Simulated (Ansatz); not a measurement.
# Cobalt, A15 under LDA: relaxation and energy

The plan for cobalt in the A15 structure: relax it, then solve it on a dense k-mesh. Spin polarisation is left out, though the real metal is magnetic, so this state lies above the ground state. The k-meshes are 6×6×6 for the relaxation; 8×8×8 for the dense run.

Method: DFT LDA (PW92), plane waves (420 eV) with PAW, scalar-relativistic; PAW files made under PBE, frozen cores solved again for the functional, in Ansatz 0.2.0.

### Step 1. The system as given

The structure is cubic, space group Pm-3n (No. 223). The conventional cell has a = 4.458 Å, b = 4.458 Å, c = 4.458 Å, α = 90.00°, β = 90.00°, γ = 90.00°. Co (site symmetry m-3) is surrounded by 12 Co at 2.49 Å. Around Co (site symmetry -4m2) lie 6 Co at 2.23 to 2.49 Å.

As a file:

```
Co
1.0
     4.45786    0.00000    0.00000
     0.00000    4.45786    0.00000
     0.00000    0.00000    4.45786
Co
8
Direct
  0.00000 0.00000 0.00000
  0.50000 0.50000 0.50000
  0.25000 0.00000 0.50000
  0.75000 0.00000 0.50000
  0.50000 0.25000 0.00000
  0.50000 0.75000 0.00000
  0.00000 0.50000 0.25000
  0.00000 0.50000 0.75000
```

### Step 2. Relaxation of the cell

input.yaml reads:

```yaml
crystal:
  lattice:
    - [4.457857647, 0.0, 0.0]
    - [0.0, 4.457857647, 0.0]
    - [0.0, 0.0, 4.457857647]
  atoms:
    - { symbol: Co, position: [0.0, 0.0, 0.0] }
    - { symbol: Co, position: [0.5, 0.5, 0.5] }
    - { symbol: Co, position: [0.25, 0.0, 0.5] }
    - { symbol: Co, position: [0.75, 0.0, 0.5] }
    - { symbol: Co, position: [0.5, 0.25, 0.0] }
    - { symbol: Co, position: [0.5, 0.75, 0.0] }
    - { symbol: Co, position: [0.0, 0.5, 0.25] }
    - { symbol: Co, position: [0.0, 0.5, 0.75] }
hamiltonian:
  xc: lda
  pseudopotentials:
    kind: paw
    azcp:
      Co: "pseudopotentials/Co.paw.azcp"
basis:
  ecutwfc: 420
  fft_grid_basis: typed
kpoints:
  mp_grid: { grid: [6, 6, 6], shift: [0, 0, 0] }
magnetization:
  spin_polarized: false
scf:
  occupations: { method: fermi_dirac, width: 0.1 }
relax:
  max_steps: 60
  f_tol: 0.01
  cell: {}
```

The runs that follow: Dense single point.

Before running it: what results should come out? Wanted: space group; conventional cell; volume; shortest distance; gap on the mesh; relative to hcp, ferromagnetic.

As calculated:

| quantity | value |
| --- | --- |
| space group (spins left aside) | Pm-3n (No. 223) |
| conventional cell | a = 4.291 Å |
| volume | 9.876 Å³/atom |
| shortest distance | 2.145 Å |
| gap on the mesh | none (levels filled in part) |
| relative to hcp, ferromagnetic | +319 meV/atom |

In words: The relaxation shrank the cell by 10.8 % in volume. Against the reference form of cobalt (hcp, ferromagnetic, computed apart with the same settings) it stands 319 meV/atom higher; part of this is magnetic energy, as this run has no moments. No gap shows: it is a metal or semimetal at this level. The symmetry was held, so the structure may be unstable against distortions that break it.
